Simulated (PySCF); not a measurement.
# CH2Br2: the cost of one run

The runs use PySCF 2.14.0, with density-fitted response routines of our own; the level of theory stands in each step. All values are computed, except where a source is named. Atoms are numbered from 0 throughout.

## (1) The starting structure

5 atoms, charge 0, multiplicity 1; geometry from: GFN2-xTB. The atoms were then displaced at random by about 0.01 Å, so the start is not that level's minimum.

Bonds of the start (Å): Br0–C1 1.91, C1–Br2 1.93, C1–H3 1.08, C1–H4 1.10.

## (2) Optimising the geometry at PBE0-D3(BJ)/def2-TZVP

What the job is given:

```
{"job": {"xc": "PBE0", "basis": "def2-TZVP", "d3": "d3bj", "grid": 2, "shake": 0.01, "kind": "geom"}, "charge": 0, "multiplicity": 1}
Br    -1.575850     0.888990    -0.025250
C     -0.006480    -0.191830     0.001170
Br     1.604580     0.866420    -0.048080
H      0.026830    -0.763570     0.920870
H     -0.015510    -0.833970    -0.886590
```

Command:

```console
OMP_NUM_THREADS=1 python probes_run.py task.json out
```

One launch serves the whole session: the jobs run in the order shown.

**Question.** How long does this first job take on 1 thread of Arm Neoverse V2, shared host, and how much memory does it need?

About 35 s, with a peak of 0.57 GiB.
